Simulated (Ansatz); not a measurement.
# CH₄F₃NSn: up Jacob's ladder to CCSD(T)

Aim: compute CH₄F₃NSn with functionals from several rungs and with coupled cluster, and see how far each lands from CCSD(T) at the basis-set limit for the atomisation energy.

Method: functionals in def2-TZVPP, the program's frozen cores in correlated methods; program: Ansatz 0.2.0, Gaussian basis.

Plan: LDA (SPW92), PBE-D4, revPBE-D4, BLYP-D4, r2SCAN-D4, B97M-V, PBE0-D4, B3LYP-D4, r2SCANh-D4, r2SCAN0-D4, HSE06-D4, BHLYP-D4, CAM-B3LYP-D4, LC-ωPBE, ωB97X-V, ωB97M-V, B2PLYP, PBE-QIDH; CCSD(T)/def2-SVP; CCSD(T)/def2-TZVPP; MP2/def2-QZVPP; extrapolation to the limit; RPA on PBE.

1 further run of the same task is left out (for a known fault of the program).

## Step 1: Structure used throughout

The geometry comes from an earlier relaxation with PBE0-D4 in a triple-zeta def2 set; it is a stationary point, not always the lowest conformer. Sn takes the def2 core potential; no spin-orbit term is included.

SMILES `C[NH][Sn]([F])([F])[F]`, 10 atoms, charge 0, spin multiplicity 1.

Atoms are counted from 1 here; the program's logs count them from 0.

Bond lengths: C1–N2 1.460 Å, C1–H7 1.095 Å, C1–H8 1.091 Å, C1–H9 1.093 Å, N2–Sn3 1.978 Å, N2–H10 1.011 Å, Sn3–F4 1.891 Å, Sn3–F5 1.891 Å, Sn3–F6 1.899 Å. Angles: N2–C1–H7 114.4°, N2–C1–H8 109.7°, N2–C1–H9 108.7°, H7–C1–H8 108.3°, H7–C1–H9 108.4°, H8–C1–H9 107.1°, C1–N2–Sn3 119.5°, C1–N2–H10 112.6°, Sn3–N2–H10 112.4°, N2–Sn3–F4 109.7°, N2–Sn3–F5 111.0°, N2–Sn3–F6 118.2°, F4–Sn3–F5 108.3°, F4–Sn3–F6 104.1°, F5–Sn3–F6 105.0°.

## Step 2: LDA

This LDA is Slater exchange with PW92 correlation.

Input file in.yaml:

```yaml
crystal:
  periodic: [false, false, false]
  atoms:
    - {symbol: C, position_ang: [0.441914, -1.187953, 0.869554]}
    - {symbol: N, position_ang: [0.806710, -0.186117, -0.128130]}
    - {symbol: Sn, position_ang: [-0.578135, 1.040202, -0.829259]}
    - {symbol: F, position_ang: [-2.002603, 0.037481, -1.566151]}
    - {symbol: F, position_ang: [0.127021, 2.153954, -2.184873]}
    - {symbol: F, position_ang: [-1.427616, 2.225491, 0.387653]}
    - {symbol: H, position_ang: [0.266251, -0.785129, 1.872600]}
    - {symbol: H, position_ang: [-0.458769, -1.714595, 0.549261]}
    - {symbol: H, position_ang: [1.242268, -1.929537, 0.931318]}
    - {symbol: H, position_ang: [1.666161, 0.295104, 0.101026]}
basis:
  gaussian: {orbitals: def2-TZVPP}
hamiltonian: {xc: lda}
output: {orbitals: {seedname: orbitals}}
```

Launch:

```
ansatz run in.yaml --threads 4 --pin off --events-out ev --progress --plain --max-ram 11315MiB
```

Further steps of the session: PBE-D4 (GGA); revPBE-D4 (GGA); BLYP-D4 (GGA); r2SCAN-D4 (meta-GGA); B97M-V (meta-GGA); B3LYP-D4 (hybrid); r2SCANh-D4 (hybrid); r2SCAN0-D4 (hybrid); HSE06-D4 (hybrid); BHLYP-D4 (hybrid); CAM-B3LYP-D4 (range-separated); LC-ωPBE (range-separated); ωB97X-V (range-separated); ωB97M-V (range-separated); B2PLYP (double hybrid); PBE-QIDH (double hybrid); CCSD(T) in def2-SVP; CCSD(T) in def2-TZVPP; MP2 in def2-QZVPP; RPA on PBE orbitals.

Q: Predict the results of all the runs planned. Wanted: atomisation energy, CCSD(T)/CBS; farthest beyond LDA; mean size of error, GGA; mean size of error, meta-GGA; mean size of error, hybrid; mean size of error, range-separated; mean size of error, double hybrid; gap, smallest and largest; T1 diagnostic.

The runs gave:

| quantity | value |
| --- | --- |
| atomisation energy, CCSD(T)/CBS | 3579.8 kJ/mol |
| functionals within 35.8 kJ/mol (1.0 %) | BLYP-D4, B97M-V, CAM-B3LYP-D4, LC-ωPBE, ωB97X-V |
| farthest beyond LDA | BHLYP-D4 (-216.3 kJ/mol) |
| mean size of error, GGA | 44.2 kJ/mol |
| mean size of error, meta-GGA | 29.8 kJ/mol |
| mean size of error, hybrid | 106.3 kJ/mol |
| mean size of error, range-separated | 23.6 kJ/mol |
| mean size of error, double hybrid | 87.7 kJ/mol |
| gap, smallest and largest | 3.12 eV (LDA (SPW92)), 11.00 eV (LC-ωPBE) |
| T1 diagnostic | 0.0141 |
| triples share of the correlation energy | 3.2 % |

What this shows: The LDA atomisation energy is off by 563.0 kJ/mol (16 %): it overbinds. PBE-D4 misses by +59.3 kJ/mol. Double hybrids carry the basis error of their MP2 part in triple zeta, and no dispersion term here, so their miss is partly the set-up's. The rungs range-separated, meta-GGA miss on average by less than the doubt on the reference (35.8 kJ/mol), so they tie. The reference freezes the cores and leaves out spin-orbit coupling and excitations past (T), and its outer-core shells are covered unevenly, so misses under about 35.8 kJ/mol can't be ranked. All levels share the lack of spin-orbit coupling, which lowers the free heavy atoms and so the true binding. Hartree-Fock recovers 67 % of the binding; the rest is correlation. CCSD(T) in def2-SVP is off by -309.3 kJ/mol, which most functionals beat. Orbital gaps span 3.1 to 11.0 eV; exact exchange widens them. Correlated methods include outer-core shells of Sn, which these sets cover unevenly.
